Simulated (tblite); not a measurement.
# Ge18H42Si20: the cost of one run

Computed with tblite 0.8.0 and PySCF 2.14.0 and routines of our own; the level stands in each step. Atoms count from 0.

## Step 1: The system as given

80 atoms, charge 0, multiplicity 1; geometry from: force field, distance geometry or constructed start.

## Step 2: Relaxing the molecule with GFN1-xTB

Job settings and geometry (Å):

```
{"job": {"kind": "relax", "xc": "GFN1-xTB", "basis": "xTB"}, "charge": 0, "multiplicity": 1}
Ge    -3.751300    -1.199600    -0.054200
Ge    -0.989400    -3.965200    -0.059500
Ge    -0.981000    -1.200100    -2.821600
Si    -2.371900    -2.578400    -4.213800
Ge    -3.757200    -1.199000    -5.589200
Ge    -0.989500    -1.198300     2.714800
Si    -2.371100    -2.581100     1.329100
Ge    -0.982800     1.574900    -0.051100
Ge    -3.753500     1.570100    -2.823000
Ge    -0.989000     4.341400    -2.821000
Si    -2.373300     2.956000    -4.209700
Si    -2.373700     0.185200    -1.437600
Si    -5.144600     0.187900    -4.202600
Ge    -0.984000     1.571600    -5.595300
Si    -2.373400     0.192300    -6.977400
Ge    -0.988100     1.572800     5.493700
Si    -2.370800     0.189100     4.103300
Ge     1.782700    -1.201200    -0.053600
Si     0.398200    -2.581000    -1.435100
Ge     1.786600    -1.196900     5.490100
Ge     1.781500    -3.964000     2.718900
Ge     4.552900    -1.196300     2.717200
Si     3.172200    -2.578200     1.339000
Si     0.394600    -5.357100     1.330900
Si     0.399300    -2.580200     4.103300
Ge     1.777700     4.341300    -0.050100
Ge     4.554500     1.574500    -0.053300
Ge     1.783200     1.572800    -2.821400
Si     3.169400     0.187600    -1.439600
Si     0.399900     0.187600    -4.204200
Si     0.402400     2.957800    -1.438700
Si     5.936900     0.188500     1.332600
Si     0.397800     0.187300     6.870500
Ge     1.785900     1.570900     2.721100
Si     3.170000     2.959000     1.329100
Si     3.169300     0.189400     4.099500
Si     0.398000     0.187300     1.328300
Si     0.399700     2.959700     4.099800
H     -4.638400    -2.085100    -0.936000
H     -4.644300    -0.311100     0.832000
H     -1.869600    -4.853500    -0.932100
H     -3.196600    -3.419800    -3.372500
H     -1.534900    -3.413200    -5.042600
H     -4.636900    -2.081700    -6.477700
H     -3.206200    -3.412500     2.166200
H     -1.871400     2.457100     0.827400
H     -4.637100     2.455600    -1.939800
H     -1.869800     5.228100    -1.936900
H     -0.101200     5.225900    -3.705700
H     -3.200600     3.789300    -5.037000
H     -5.973400    -0.651500    -3.373100
H     -5.965900     1.019900    -5.039300
H     -0.103200     2.455100    -6.475800
H     -1.543200    -0.645800    -7.812000
H     -3.201800     1.017700    -7.807500
H     -1.870000     2.458500     6.371400
H     -3.195900    -0.649900     4.931900
H     -3.199800     1.026200     3.270300
H      1.230300    -3.414900    -2.265000
H      2.666300    -2.079200     6.369800
H      2.663400    -4.850300     3.602300
H      5.441100    -2.081500     3.598900
H      4.001900    -3.413500     0.501800
H     -0.432700    -6.180700     2.164900
H      1.235900    -6.180900     0.503000
H     -0.437400    -3.412400     4.935100
H      2.669600     5.228600    -0.937100
H      0.903000     5.223800     0.836700
H      5.433200     2.450200    -0.940900
H      2.664500     2.452100    -3.700000
H      3.999200    -0.648200    -2.265700
H      1.228400    -0.647900    -5.036400
H      6.772100    -0.645500     0.505200
H      6.770600     1.023500     2.165300
H     -0.427800    -0.643900     7.700100
H      1.237500     1.017000     7.703200
H      3.998100     3.788000     2.164500
H      4.000800     1.020600     4.939200
H     -0.432900     3.784900     3.267500
H      1.228200     3.783600     4.936300
```

Launch:

```console
OMP_NUM_THREADS=8 python large_run.py task.json out
```

This one command runs all jobs of the session in turn.

**Question.** How long does this first job take on 8 threads of Arm Neoverse V1, shared host, and how much memory does it need?

About 18 s, with a peak of 0.16 GiB.
